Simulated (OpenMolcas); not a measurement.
# One shape, several levels: GeS (germanium sulfide)

Wanted: a comparison of 6 runs (HF/STO-3G, HF/3-21G, PBE/def2-SVPD, MP2/def2-SVP, CPF/pcseg-0, CPF/cc-pVTZ-DK) of GeS (germanium sulfide). 

Program for the calculation: OpenMolcas 26.06.

3 further runs of the same task are left out: 2 that didn't finish, 1 set aside as unsound or not needed.

### Step 1. The molecule

GeS: 2 atoms, total charge 0, spin state singlet. SMILES: `[S+]#[Ge-]`. Geometry: the measured bond length.

Bond lengths: S1–Ge2 2.012 Å.

### Step 2. Energy and gradient at HF/STO-3G (run 1)

The input, calc.inp:

```
* GeS Hartree-Fock
>>> EXPORT MOLCAS_PRINT=2
&GATEWAY
BasLib=$CurrDir
Coord
2
bohr
S      0.00000000     0.00000000     0.00000000
Ge     0.00000000     0.00000000     3.80229148
Basis=STO-3G
Group=NoSym
&SEWARD
&SCF
Thresholds=1e-10 1e-07 1e-07 1e-05
PrOrbitals=0
&ALASKA
```

The basis set STO-3G is read from a file made from the Basis Set Exchange's data (not shown).

Run with:

```bash
$ export MOLCAS_MEM=1860
$ pymolcas calc.inp > calc.log
```

Output:

```text
--- Start Module: gateway ---
[...]
--- Stop Module: gateway /rc=_RC_ALL_IS_WELL_ ---
[...]
      Basis functions           27
[...]
--- Start Module: scf ---
[...]
       Convergence after  12 Iterations
[...]
::    Total SCF energy                              -2444.9074606457
[...]
      Total spin, S                                     0.0000000000
[...]
      Total electronic charge=   48.000000
      Total            charge=   -0.000000
[...]
      Dipole Moment (debye):
      Origin of the operator (angstrom)=    0.0000    0.0000    1.4046
                   X= -1.6020E-15               Y=  2.2913E-15               Z=  1.2552E+00           Total=  1.2552E+00
      Quadrupole Moment (debye*angstrom):
[...]
--- Stop Module: scf /rc=_RC_ALL_IS_WELL_ ---
--- Start Module: alaska ---
[...]
 *              Molecular gradients               *
 **************************************************
  Irreducible representation: a
 ------------------------------------------------------------------------------------------
                              X                       Y                       Z
 ------------------------------------------------------------------------------------------
  S1                1.15780506718601E-17   -2.69737318537954E-16   -9.17223685807471E-02
  GE2              -1.15780506718595E-17    2.69737318537954E-16    9.17223685807613E-02
 ------------------------------------------------------------------------------------------
--- Stop Module: alaska /rc=_RC_ALL_IS_WELL_ ---
[...]
```

It took 2 s on 1 thread of Arm Neoverse V1, shared host; peak memory 0.37 GiB.

### Step 3. Energy and gradient at HF/3-21G (run 2)

The input, test.inp:

```
&gateway
 baslib=$CurrDir
 coord
 2
 angstrom
 S        0.000000       0.000000       0.000000
 Ge       0.000000       0.000000       2.012086
 basis=3-21G
 group=NoSym

&seward

&scf
 thresholds=1e-10 1e-07 1e-07 1e-05
 prorbitals=1 2

&alaska
```

The basis set 3-21G is read from a file made from the Basis Set Exchange's data (not shown).

Run with:

```bash
$ export MOLCAS_MEM=1860
$ pymolcas test.inp > test.log
```

Output:

```text
--- Start Module: gateway ---
[...]
--- Stop Module: gateway /rc=_RC_ALL_IS_WELL_ ---
[...]
      Basis functions           35
[...]
--- Start Module: scf ---
[...]
       Convergence after  11 Iterations
[...]
::    Total SCF energy                              -2460.9302333061
[...]
      Total spin, S                                     0.0000000000
[...]
      Total electronic charge=   48.000000
      Total            charge=   -0.000000
[...]
      Dipole Moment (debye):
      Origin of the operator (angstrom)=    0.0000    0.0000    1.4046
                   X=  5.5615E-15               Y=  8.0986E-16               Z=  3.6380E+00           Total=  3.6380E+00
      Quadrupole Moment (debye*angstrom):
[...]
--- Stop Module: scf /rc=_RC_ALL_IS_WELL_ ---
--- Start Module: alaska ---
[...]
 *              Molecular gradients               *
 **************************************************
  Irreducible representation: a
 ------------------------------------------------------------------------------------------
                              X                       Y                       Z
 ------------------------------------------------------------------------------------------
  S1               -2.71416448034333E-16    2.23444930680697E-16    3.30141961525925E-02
  GE2               2.71416448034332E-16   -2.23444930680697E-16   -3.30141961526067E-02
 ------------------------------------------------------------------------------------------
--- Stop Module: alaska /rc=_RC_ALL_IS_WELL_ ---
[...]
```

It took 2 s on 1 thread of Arm Neoverse V1, shared host; peak memory 0.37 GiB.

Run 3 isn't shown in full; the table further down has it.

### Step 4. A single-point energy at MP2/def2-SVP (run 4)

The input, job.inp:

```
* GeS MP2
&GATEWAY
BasLib
$CurrDir
BasisSet
S.def2-SVP....
S1 0.000000 0.000000 0.000000 angstrom
End of Basis
BasisSet
Ge.def2-SVP....
Ge2 0.000000 0.000000 2.012086 angstrom
End of Basis
&SEWARD
&SCF
Thresholds
1e-10 1e-07 1e-07 1e-05
PrOrbitals
1 1
&MBPT2
Frozen
14
```

The basis set def2-SVP is read from a file made from the Basis Set Exchange's data (not shown).

Run with:

```bash
$ export MOLCAS_MEM=1860
$ pymolcas job.inp > job.log
```

Output:

```text
--- Start Module: gateway ---
[...]
--- Stop Module: gateway /rc=_RC_ALL_IS_WELL_ ---
[...]
      Basis functions           50
[...]
--- Start Module: scf ---
[...]
       Convergence after  12 Iterations
[...]
::    Total SCF energy                              -2472.5412958025
[...]
      Total spin, S                                     0.0000000000
[...]
      Total electronic charge=   48.000000
      Total            charge=   -0.000000
[...]
      Dipole Moment (debye):
      Origin of the operator (angstrom)=    0.0000    0.0000    1.4046
                   X= -6.1246E-15               Y= -2.4086E-15               Z=  2.5350E+00           Total=  2.5350E+00
      Quadrupole Moment (debye*angstrom):
[...]
--- Stop Module: scf /rc=_RC_ALL_IS_WELL_ ---
--- Start Module: mbpt2 ---
[...]
WARNING!
Default frozen orbitals as non valence orbitals is overwritten by user input.
Default values:  19
[...]
       Reference weight ( Cref**2 )         =        0.88185
::    Total MBPT2 energy                            -2472.8730753145
[...]
      Total MBPT2 calculations                           0.03      0.05
--- Stop Module: mbpt2 /rc=_RC_ALL_IS_WELL_ ---
[...]
```

It took 2.1 s on 1 thread of Arm Neoverse V1, shared host; peak memory 0.38 GiB.

Run 5 isn't shown in full; the table further down has it.

### Step 5. The energy at CPF/cc-pVTZ-DK (DKH2) (run 6)

The input, mol.xyz:

```xyz
2

S      0.000000     0.000000     0.000000
Ge     0.000000     0.000000     2.012086
```

The input, mol.inp:

```
&GATEWAY
 Coord = mol.xyz
 Basis = cc-pVTZ-DK
 Group = NoSym

&SEWARD
 Relativistic = R02E00

&SCF
 PrOrbitals = 1

&MOTRA
 Frozen = 14

&GUGA
 Electrons = 20
 Spin = 1
 Inactive = 10
 Active = 0
 CIAll = 1

&CPF
 CPF
```

Run with:

```bash
$ export MOLCAS_MEM=1860
$ pymolcas mol.inp > mol.log
```

Output:

```text
--- Start Module: gateway ---
[...]
--- Stop Module: gateway /rc=_RC_ALL_IS_WELL_ ---
[...]
      Basis functions           77
[...]
       Convergence after  11 Iterations
[...]
::    Total SCF energy                              -2495.7019449489
[...]
      Total spin, S                                     0.0000000000
[...]
      *** WARNING: Default frozen orbitals is overwritten by user input.
      *** Default values:  19
[...]
--- Start Module: guga ---
[...]
--- Stop Module: guga /rc=_RC_ALL_IS_WELL_ ---
--- Start Module: cpf ---
[...]
      Active orbitals                            0       0
[...]
      Spin quantum number                      0.0
[...]
     FINAL CPF ENERGY        -2496.05704426
     FINAL CORRELATION ENERGY   -0.35509932  REFERENCE ENERGY   -2495.70194495
[...]
      Total electronic charge=   48.000000
      Total            charge=    0.000000
[...]
      Dipole Moment (debye):
      Origin of the operator (angstrom)=    0.0000    0.0000    1.4046
                   X=  6.1034E-11               Y=  1.4953E-10               Z=  1.5233E+00           Total=  1.5233E+00
      Quadrupole Moment (debye*angstrom):
[...]
--- Stop Module: cpf /rc=_RC_ALL_IS_WELL_ ---
[...]
```

It took 9.6 s on 1 thread of Arm Neoverse V1, shared host; peak memory 0.44 GiB.

### Step 6. All runs side by side

```tsv
run	level	integration grid	task	energy (Eh)	dipole moment (D) of the reference	HOMO energy (eV)	LUMO energy (eV)	wall time
1	HF/STO-3G	–	gradient	-2444.907461	1.26	-6.43	5.41	2 s
2	HF/3-21G	–	gradient	-2460.930233	3.64	-10.24	0.35	2 s
3	PBE/def2-SVPD	UltraFine	gradient	-2474.367355	2.00	-6.96	-3.16	9 s
4	MP2/def2-SVP	–	energy	-2472.873075	2.54	-10.19	0.75	2.1 s
5	CPF/pcseg-0	–	energy	-2469.898510	3.36	-10.25	0.42	1.9 s
6	CPF/cc-pVTZ-DK (DKH2)	–	energy	-2496.057044	2.83	-10.19	0.55	9.6 s
```

### Step 7. Outcome

| quantity | value |
| --- | --- |
| run 6: total energy | -2496.05704 Eh |
| run 6: dipole moment (mean-field density) | 2.83 D |
| run 6: HOMO energy (Hartree–Fock orbitals) | -10.19 eV |
| run 6: LUMO energy (Hartree–Fock orbitals) | 0.55 eV |
| run 6: HOMO–LUMO gap (Hartree–Fock orbitals) | 10.74 eV |
| run 6: correlation energy (14 core orbitals frozen) | -355.1 mEh |

**Reading.** Over runs 1, 2, 3 the dipole moment (its size) runs from 1.26 D (HF/STO-3G) to 3.64 D (HF/3-21G). Over runs 1, 2, 3 the HOMO–LUMO gap runs from 3.80 eV (PBE/def2-SVPD) to 11.84 eV (HF/STO-3G). The two ends differ in method and basis. Some runs of one species differ in core potentials or relativity; totals across that change don't compare. In run 1 the basis is minimal, so the values are rough. All runs together took 27 s, the longest 9.6 s.
